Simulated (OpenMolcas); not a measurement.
# Ru²⁺ among point charges: CASSCF and CASPT2 levels and susceptibility, part 2 of 2

How does a field of 6 point charges split the states of Ru²⁺, and what χT follows?

OpenMolcas 26.06; ANO-RCC-VDZP, DKH2, active space 6 electrons in 5 orbitals (4d), orbitals: per spin and parity. Surroundings: 6 point charges of -0.5 e arranged as an octahedron (Oh), 2.19 Å from the ion. Earlier steps stand in the parts before.

## (7) CASPT2: IPEA 0.25, imaginary shift 0.1 (closed shells correlated: 4s 4p)

File a.inp:

```
>>> COPY JOB001 $Project.JobIph
&CASPT2
Multistate=5 1 2 3 4 5
NoMult
Frozen=8 6
IPEA=0.25
Imaginary=0.1
MaxIter=60
WThr=0.0 0.3 0.05
PrWF=0.5
NoMix
>>> COPY JOB002 $Project.JobIph
&CASPT2
Multistate=45 1 2 3 4 5 6 7 8 9 10 11 12 13 14 15 16 17 18 19 20 21 22
23 24 25 26 27 28 29 30 31 32 33 34 35 36 37 38 39 40 41 42 43 44 45
NoMult
Frozen=8 6
IPEA=0.25
Imaginary=0.1
MaxIter=60
WThr=0.0 0.3 0.05
PrWF=0.5
NoMix
>>> COPY JOB003 $Project.JobIph
&CASPT2
Multistate=50 1 2 3 4 5 6 7 8 9 10 11 12 13 14 15 16 17 18 19 20 21 22
23 24 25 26 27 28 29 30 31 32 33 34 35 36 37 38 39 40 41 42 43 44 45 46
47 48 49 50
NoMult
Frozen=8 6
IPEA=0.25
Imaginary=0.1
MaxIter=60
WThr=0.0 0.3 0.05
PrWF=0.5
NoMix
```

The log of the run:

```text
Orbital specifications:
      -----------------------

      Symmetry species                           1   2
                                                ag  au
      Frozen orbitals                            8   6
      Inactive orbitals                          1   3
      Active orbitals                            5   0
      Secondary orbitals                         7  13
      Deleted orbitals                           0   0
      Number of basis functions                 21  22
Type of calculation                        SS-CASPT2
      Fock operator                              state-specific
      IPEA shift                                 0.25
      Real shift                                 0.00
      Imaginary shift                            0.10
      The input orbitals will be transformed to quasi-canonical
Reference energy:       -4528.0075814343
      E2 (Non-variational):      -0.2923388010
      Shift correction:          -0.0001839824
      E2 (Variational):          -0.2925227834
      Total energy:           -4528.3001042177
      Residual norm:              0.0000008252
      Reference weight:           0.93668
      Contributions to the CASPT2 correlation energy
      Active & Virtual Only:         -0.0938702265
      One Inactive Excited:          -0.1337008553
      Two Inactive Excited:          -0.0647677192
Reference energy:       -4528.0075814343
      E2 (Non-variational):      -0.2923125415
      Shift correction:          -0.0001831875
      E2 (Variational):          -0.2924957290
      Total energy:           -4528.3000771633
      Residual norm:              0.0000008249
      Reference weight:           0.93672
      Contributions to the CASPT2 correlation energy
      Active & Virtual Only:         -0.0938450559
      One Inactive Excited:          -0.1336997651
      Two Inactive Excited:          -0.0647677204
::    CASPT2 Root  1     Total energy:  -4528.30010422
::    CASPT2 Root  2     Total energy:  -4528.30007716
::    CASPT2 Root  3     Total energy:  -4528.30010435
::    CASPT2 Root  4     Total energy:  -4528.28752215
::    CASPT2 Root  5     Total energy:  -4528.28759885
Orbital specifications:
      -----------------------

      Symmetry species                           1   2
                                                ag  au
      Frozen orbitals                            8   6
      Inactive orbitals                          1   3
      Active orbitals                            5   0
      Secondary orbitals                         7  13
      Deleted orbitals                           0   0
      Number of basis functions                 21  22
Type of calculation                        SS-CASPT2
      Fock operator                              state-specific
      IPEA shift                                 0.25
      Real shift                                 0.00
      Imaginary shift                            0.10
      The input orbitals will be transformed to quasi-canonical
Reference energy:       -4527.9352113048
      E2 (Non-variational):      -0.2962669153
      Shift correction:          -0.0001762854
      E2 (Variational):          -0.2964432007
      Total energy:           -4528.2316545055
      Residual norm:              0.0000000704
      Reference weight:           0.93634
      Contributions to the CASPT2 correlation energy
      Active & Virtual Only:         -0.0934633111
      One Inactive Excited:          -0.1390419520
      Two Inactive Excited:          -0.0637616522
Reference energy:       -4527.9352113048
      E2 (Non-variational):      -0.2960684158
      Shift correction:          -0.0001758002
      E2 (Variational):          -0.2962442160
      Total energy:           -4528.2314555208
      Residual norm:              0.0000000701
      Reference weight:           0.93643
      Contributions to the CASPT2 correlation energy
      Active & Virtual Only:         -0.0933853916
      One Inactive Excited:          -0.1389599349
      Two Inactive Excited:          -0.0637230893
::    CASPT2 Root  1     Total energy:  -4528.23165451
::    CASPT2 Root  2     Total energy:  -4528.23145552
::    CASPT2 Root  3     Total energy:  -4528.23199034
::    CASPT2 Root  4     Total energy:  -4528.22727161
::    CASPT2 Root  5     Total energy:  -4528.22786455
::    CASPT2 Root  6     Total energy:  -4528.22740585
::    CASPT2 Root  7     Total energy:  -4528.22495586
::    CASPT2 Root  8     Total energy:  -4528.22493472
::    CASPT2 Root  9     Total energy:  -4528.22518647
::    CASPT2 Root 10     Total energy:  -4528.21977880
::    CASPT2 Root 11     Total energy:  -4528.21997554
::    CASPT2 Root 12     Total energy:  -4528.22191160
::    CASPT2 Root 13     Total energy:  -4528.22190980
::    CASPT2 Root 14     Total energy:  -4528.22189760
::    CASPT2 Root 15     Total energy:  -4528.21753225
::    CASPT2 Root 16     Total energy:  -4528.21751356
::    CASPT2 Root 17     Total energy:  -4528.21755572
::    CASPT2 Root 18     Total energy:  -4528.21162280
::    CASPT2 Root 19     Total energy:  -4528.21196413
::    CASPT2 Root 20     Total energy:  -4528.21145648
::    CASPT2 Root 21     Total energy:  -4528.21344754
::    CASPT2 Root 22     Total energy:  -4528.21215595
::    CASPT2 Root 23     Total energy:  -4528.21198156
::    CASPT2 Root 24     Total energy:  -4528.21199849
::    CASPT2 Root 25     Total energy:  -4528.20615549
::    CASPT2 Root 26     Total energy:  -4528.20586717
::    CASPT2 Root 27     Total energy:  -4528.20114991
::    CASPT2 Root 28     Total energy:  -4528.19799066
::    CASPT2 Root 29     Total energy:  -4528.19798264
::    CASPT2 Root 30     Total energy:  -4528.19799249
Orbital specifications:
      -----------------------

      Symmetry species                           1   2
                                                ag  au
      Frozen orbitals                            8   6
      Inactive orbitals                          1   3
      Active orbitals                            5   0
      Secondary orbitals                         7  13
      Deleted orbitals                           0   0
      Number of basis functions                 21  22
Type of calculation                        SS-CASPT2
      Fock operator                              state-specific
      IPEA shift                                 0.25
      Real shift                                 0.00
      Imaginary shift                            0.10
      The input orbitals will be transformed to quasi-canonical
Reference energy:       -4527.9054048013
      E2 (Non-variational):      -0.2940905556
      Shift correction:          -0.0001691600
      E2 (Variational):          -0.2942597156
      Total energy:           -4528.1996645169
      Residual norm:              0.0000006003
      Reference weight:           0.93779
      Contributions to the CASPT2 correlation energy
      Active & Virtual Only:         -0.0926645210
      One Inactive Excited:          -0.1374850091
      Two Inactive Excited:          -0.0639410255
Reference energy:       -4527.8989760116
      E2 (Non-variational):      -0.2975626939
      Shift correction:          -0.0001782010
      E2 (Variational):          -0.2977408949
      Total energy:           -4528.1967169065
      Residual norm:              0.0000000598
      Reference weight:           0.93599
      Contributions to the CASPT2 correlation energy
      Active & Virtual Only:         -0.0924534740
      One Inactive Excited:          -0.1427640166
      Two Inactive Excited:          -0.0623452033
::    CASPT2 Root  1     Total energy:  -4528.19966452
::    CASPT2 Root  2     Total energy:  -4528.19671691
::    CASPT2 Root  3     Total energy:  -4528.19625468
::    CASPT2 Root  4     Total energy:  -4528.19591217
::    CASPT2 Root  5     Total energy:  -4528.19140514
::    CASPT2 Root  6     Total energy:  -4528.19109508
::    CASPT2 Root  7     Total energy:  -4528.19112291
::    CASPT2 Root  8     Total energy:  -4528.18715924
::    CASPT2 Root  9     Total energy:  -4528.18712901
::    CASPT2 Root 10     Total energy:  -4528.18677455
::    CASPT2 Root 11     Total energy:  -4528.18243303
::    CASPT2 Root 12     Total energy:  -4528.18210056
::    CASPT2 Root 13     Total energy:  -4528.18207728
::    CASPT2 Root 14     Total energy:  -4528.18212216
::    CASPT2 Root 15     Total energy:  -4528.18381481
::    CASPT2 Root 16     Total energy:  -4528.18396861
::    CASPT2 Root 17     Total energy:  -4528.18422246
::    CASPT2 Root 18     Total energy:  -4528.17684190
::    CASPT2 Root 19     Total energy:  -4528.17666237
::    CASPT2 Root 20     Total energy:  -4528.17416487
::    CASPT2 Root 21     Total energy:  -4528.17414279
::    CASPT2 Root 22     Total energy:  -4528.17424552
::    CASPT2 Root 23     Total energy:  -4528.16751032
::    CASPT2 Root 24     Total energy:  -4528.17043067
::    CASPT2 Root 25     Total energy:  -4528.17042316
::    CASPT2 Root 26     Total energy:  -4528.17062403
::    CASPT2 Root 27     Total energy:  -4528.15829502
::    CASPT2 Root 28     Total energy:  -4528.15820173
::    CASPT2 Root 29     Total energy:  -4528.14573569
::    CASPT2 Root 30     Total energy:  -4528.14319691
```

This run took 5.5 s in all on 1 thread, shared host.

SS-CASPT2: lowest energy less the reference's lowest, -0.2925 hartree; reference weights 0.923 to 0.938.

States without spin-orbit coupling:

```csv
state,degeneracy,E (cm-1),free-ion L (%)
5T2,3,0,D (100)
5E,2,2751,D (100)
3T1,3,15011,H (78)
3T2,3,15930,H (90)
3T1,3,16476,H (69)
3T1,3,17160,P (68)
3E,2,17606,H (94)
3T2,3,18120,G (51)
3A2,1,19017,F (100)
3T2,3,19325,F (50)
3T1,3,19405,F (48)
3E,2,20649,G (92)
3A1,1,21716,G (100)
1A1,1,22042,I (58)
3T1,3,22410,G (66)
1T1,3,22782,I (74)
1T2,3,23898,I (97)
3T2,3,24284,D (98)
1E,2,24790,G (55)
1A1,1,24871,G (50)
1T1,3,25480,G (74)
3E,2,25709,D (98)
1A2,1,25824,I (99)
1T2,3,25897,I (88)
```

With spin-orbit coupling:

```json
{"E (cm-1)": "0", "Degeneracy": "3", "Label": "T2", "2S+1": "5"}
{"E (cm-1)": "320", "Degeneracy": "2", "Label": "E", "2S+1": "5"}
{"E (cm-1)": "420", "Degeneracy": "3", "Label": "T1", "2S+1": "5"}
{"E (cm-1)": "730", "Degeneracy": "1", "Label": "A1", "2S+1": "5"}
{"E (cm-1)": "1200", "Degeneracy": "3", "Label": "T1", "2S+1": "5"}
{"E (cm-1)": "1390", "Degeneracy": "3", "Label": "T2", "2S+1": "5"}
{"E (cm-1)": "3710", "Degeneracy": "1", "Label": "A2", "2S+1": "5"}
{"E (cm-1)": "3800", "Degeneracy": "3", "Label": "T2", "2S+1": "5"}
{"E (cm-1)": "3880", "Degeneracy": "2", "Label": "E", "2S+1": "5"}
{"E (cm-1)": "4020", "Degeneracy": "3", "Label": "T1", "2S+1": "5"}
{"E (cm-1)": "4140", "Degeneracy": "1", "Label": "A1", "2S+1": "5"}
{"E (cm-1)": "15220", "Degeneracy": "2", "Label": "E", "2S+1": "3"}
{"E (cm-1)": "15350", "Degeneracy": "1", "Label": "A1", "2S+1": "3"}
{"E (cm-1)": "15360", "Degeneracy": "3", "Label": "T2", "2S+1": "3"}
{"E (cm-1)": "15970", "Degeneracy": "3", "Label": "T1", "2S+1": "3"}
{"E (cm-1)": "16320", "Degeneracy": "3", "Label": "T1", "2S+1": "3"}
{"E (cm-1)": "16410", "Degeneracy": "1", "Label": "A2", "2S+1": "3"}
{"E (cm-1)": "16520", "Degeneracy": "3", "Label": "T2", "2S+1": "3"}
{"E (cm-1)": "16630", "Degeneracy": "2", "Label": "E", "2S+1": "3"}
{"E (cm-1)": "16700", "Degeneracy": "2", "Label": "E", "2S+1": "3"}
{"E (cm-1)": "17020", "Degeneracy": "3", "Label": "T2", "2S+1": "3"}
{"E (cm-1)": "17140", "Degeneracy": "3", "Label": "T1", "2S+1": "3"}
{"E (cm-1)": "17340", "Degeneracy": "1", "Label": "A1", "2S+1": "3"}
{"E (cm-1)": "17350", "Degeneracy": "3", "Label": "T2", "2S+1": "3"}
```

Powder χT (cm³ K/mol): 3.48 at 2 K, 3.50 at 5 K, 3.54 at 10 K, 3.61 at 20 K, 3.82 at 50 K, 4.16 at 100 K, 4.42 at 150 K, 4.60 at 200 K, 4.71 at 250 K, 4.78 at 300 K.

## (8) The methods side by side

A. CASSCF
B. SS-CASPT2, IPEA 0.25, imaginary shift 0.1 (closed shells correlated: 4s 4p)

```csv
method,ground state,first state of that spin (cm-1),first gap with spin-orbit (cm-1),χT at 300 K
A,5T2,5E 2535,310.4,4.83
B,5T2,5E 2751,321.6,4.78
```

## (9) Results

This closing draws on all 2 parts.

```
                                            quantity                                                                        value
                                              method  SS-CASPT2, IPEA 0.25, imaginary shift 0.1 (closed shells correlated: 4s 4p)
                              spin-free ground state                                              5T2, 3-fold in its orbital part
first state of the same spin within the active space                                                              5E at 2750 cm⁻¹
                                        lowest level                                                                    3-fold T2
                                          next level                                                                   321.6 cm⁻¹
                                         χT at 300 K                                                               4.78 cm³ K/mol
                           effective moment at 300 K                                                                      6.18 μB
```

Cost by method:

```csv
method,time of its own steps,time with the reference
A. CASSCF,22 s,22 s
"B. SS-CASPT2, IPEA 0.25, imaginary shift 0.1, +4s 4p",5.5 s,27 s
```

Times are of one thread on a shared host.

In words: The spin-free ground state (5T2) comes to 100 % from free-ion D terms and keeps the highest spin of the shell. χT at 300 K is 4.78, against 3.01 cm³ K/mol for the spin alone, so orbital moment adds to it. An active space of the d shell alone favours high spin; real ions in strong fields can be low spin. CASPT2 does not keep the components of a term degenerate, and the means are used. The field of point charges can differ much from that of real complexes. With metal d orbitals alone active, the gaps between spin states are rough; where two lie within a few thousand cm-1, their order is open. Point charges carry no covalency, so the field is a model and not that of real ligands.
